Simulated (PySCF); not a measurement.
# CH9BrSi4: geometry, NMR shifts

What NMR shifts should CH9BrSi4 (`C[Si@H]1[SiH2][Si@@H](Br)[SiH2]1`) show?

The runs use PySCF 2.14.0, with density-fitted response routines of our own; the level of theory stands in each step. All values are computed, except where a source is named. Atoms are numbered from 0 throughout.

## (1) The molecule as given

15 atoms, charge 0, multiplicity 1; geometry from: GFN2-xTB.

Bonds of the start (Å): C0–Si1 1.90, Si1–Si2 2.37, Si2–Si3 2.37, Si3–Br4 2.28, Si3–Si5 2.37, Si5–Si1 2.37, C0–H6 1.09, C0–H7 1.09, C0–H8 1.09, Si1–H9 1.47, Si2–H10 1.47, Si2–H11 1.47, Si3–H12 1.47, Si5–H13 1.47, Si5–H14 1.47.

## (2) Relaxing the molecule at PBE0-D3(BJ)/def2-SVP

What the job is given:

```
{"job": {"xc": "PBE0", "basis": "def2-SVP", "d3": "d3bj", "grid": 1, "kind": "geom"}, "charge": 0, "multiplicity": 1}
C      2.281484    -0.682276    -0.165125
Si     0.955927     0.673326    -0.335134
Si    -0.901963    -0.026046    -1.631569
Si    -2.182962    -0.078111     0.356951
Br    -2.504848    -2.239745     1.008297
Si    -0.405614     0.871092     1.596016
H      2.777466    -0.876800    -1.111887
H      1.840306    -1.616681     0.170773
H      3.047753    -0.405052     0.553398
H      1.667616     1.886357    -0.779159
H     -1.432570     0.965707    -2.576684
H     -0.826427    -1.265298    -2.411699
H     -3.575657     0.368091     0.450105
H     -0.015873     0.192697     2.836253
H     -0.729053     2.240730     2.017553
```

**Question.** This job is followed by: GIAO PBE0/aug-cc-pVDZ NMR shielding, non-relativistic, gas phase; GIAO PBE0/pcSseg-0 NMR shielding, non-relativistic, gas phase. Predict these results of the whole session: point group; rotational constants (main isotopes); 13C shifts against TMS (PBE0/aug-cc-pVDZ); 1H shifts against TMS (PBE0/aug-cc-pVDZ, means over atoms taken as alike); 29Si shifts against TMS (PBE0/aug-cc-pVDZ, means over atoms taken as alike); 79Br shifts against HBr (PBE0/aug-cc-pVDZ); range of the shift of Br4.

The runs gave:

| quantity | value |
| --- | --- |
| point group | Cs |
| rotational constants (main isotopes) | 1.30, 0.69, 0.66 GHz |
| 13C shifts against TMS (PBE0/aug-cc-pVDZ) | -3.9 ppm |
| 1H shifts against TMS (PBE0/aug-cc-pVDZ, means over atoms taken as alike) | 6.27, 4.83, 4.29, 4.27, 0.86 ppm |
| 29Si shifts against TMS (PBE0/aug-cc-pVDZ, means over atoms taken as alike) | 6.2, -42.4, -71.6 ppm |
| 79Br shifts against HBr (PBE0/aug-cc-pVDZ) | -174 ppm |
| range of the shift of Br4 | -412 to -174 ppm |

**Reading.** Over 13 steps the energy fell by 0.284 eV; of the close pairs, Si2–H10 changed most, 1.469 to 1.499 Å. At PBE0/aug-cc-pVDZ: The largest span, 183 ppm, is at Br4, where the paramagnetic term is -308 ppm. In ppm, Br4 moves most: its shift spreads over 238 ppm, from -412 (PBE0/pcSseg-0) to -174 (PBE0/aug-cc-pVDZ). Part of that comes from the computed reference. Spin-orbit coupling is left out, which matters for shieldings and couplings at and beside the heavy atoms.
